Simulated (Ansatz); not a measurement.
# CH7NSn: the cost of one run

Computed with Ansatz 0.2.0, Gaussian basis. Level: PBE0-D4/def2-TZVP structures, single points in def2-TZVPP, no counterpoise correction.

Levels: SPW92, PBE-D4, BLYP-D4, r2SCAN-D4, B97M-V, PBE0-D4, B3LYP-D4, r2SCAN0-D4, BHLYP-D4, CAM-B3LYP-D4, wB97X-V, wB97M-V, B2PLYP, PBE-QIDH, RPA on PBE, Hartree-Fock, MP2, CCSD, CCSD(T).

Correlated methods freeze the cores. Filled d shells of the heavier atoms are correlated. Core potentials replace the inner electrons past krypton, and spin-orbit coupling is left out. B3LYP uses VWN-RPA correlation. B2PLYP carries no dispersion term here.

90 further runs of the same task are left out: 2 that didn't finish, 88 set aside as unsound or not needed.

### 1 The starting structure

The complex: 12 atoms, charge 0, spin multiplicity 1.

Atoms are counted from 1 here; the program's logs count them from 0.

Bond lengths: Sn1–N2 2.030 Å, Sn1–H4 1.717 Å, Sn1–H5 1.705 Å, Sn1–H6 1.704 Å, N2–C3 1.452 Å, N2–H9 1.011 Å, C3–H10 1.095 Å, C3–H11 1.100 Å, C3–H12 1.094 Å, H7–H8 0.750 Å. Angles: N2–Sn1–H4 111.8°, N2–Sn1–H5 105.8°, N2–Sn1–H6 106.4°, H4–Sn1–H5 109.5°, H4–Sn1–H6 110.8°, H5–Sn1–H6 112.6°, Sn1–N2–C3 118.3°, Sn1–N2–H9 112.4°, C3–N2–H9 111.0°, N2–C3–H10 110.3°, N2–C3–H11 115.0°, N2–C3–H12 109.7°, H10–C3–H11 107.6°, H10–C3–H12 106.6°, H11–C3–H12 107.3°.

As a file:

```mol
CH9NSn
  3D, bonds by distance, orders not assigned

 12 10  0  0  0  0  0  0  0  0999 V2000
   -1.2630    1.1044    0.6820 Sn  0  0
   -0.0927   -0.5060    0.2842 N   0  0
    0.1379   -0.8622   -1.1039 C   0  0
   -2.7944    0.9863   -0.0861 H   0  0
   -0.4203    2.4524    0.0659 H   0  0
   -1.4396    1.1624    2.3757 H   0  0
    2.4020   -0.1233    0.7145 H   0  0
    3.1479   -0.0418    0.7070 H   0  0
   -0.3563   -1.3169    0.8277 H   0  0
    0.9031   -1.6424   -1.1734 H   0  0
   -0.7504   -1.2181   -1.6468 H   0  0
    0.5259    0.0049   -1.6469 H   0  0
  1  2  8  0
  1  4  8  0
  1  5  8  0
  1  6  8  0
  2  3  8  0
  2  9  8  0
  3 10  8  0
  3 11  8  0
  3 12  8  0
  7  8  8  0
M  END
```

Its parts: CH7NSn holds atoms 1, 2, 3, 4, 5, 6, 9, 10, 11, 12; H2 holds atoms 7, 8. Each part counts its atoms afresh in its own runs.

### 2 Relaxing CH7NSn alone

Contents of relax-a/in.yaml:

```yaml
crystal:
  periodic: [false, false, false]
  atoms:
    - {symbol: Sn, position_ang: [-1.263020, 1.104417, 0.682017]}
    - {symbol: N, position_ang: [-0.092704, -0.505975, 0.284241]}
    - {symbol: C, position_ang: [0.137922, -0.862185, -1.103939]}
    - {symbol: H, position_ang: [-2.794385, 0.986297, -0.086073]}
    - {symbol: H, position_ang: [-0.420319, 2.452418, 0.065920]}
    - {symbol: H, position_ang: [-1.439637, 1.162400, 2.375739]}
    - {symbol: H, position_ang: [-0.356308, -1.316875, 0.827738]}
    - {symbol: H, position_ang: [0.903108, -1.642438, -1.173449]}
    - {symbol: H, position_ang: [-0.750352, -1.218130, -1.646813]}
    - {symbol: H, position_ang: [0.525884, 0.004931, -1.646868]}
basis:
  gaussian: {orbitals: def2-TZVP}
hamiltonian: {xc: pbe0, dispersion: d4}
relax: {f_tol: 0.005, max_steps: 200}
```

Launch:

```
$ ansatz run in.yaml --threads 4 --pin off --events-out ev --progress --plain --max-ram 9574MiB
```

**Question.** How long does this run take on 4 threads of Arm Neoverse V1, shared host?

About 10 s.
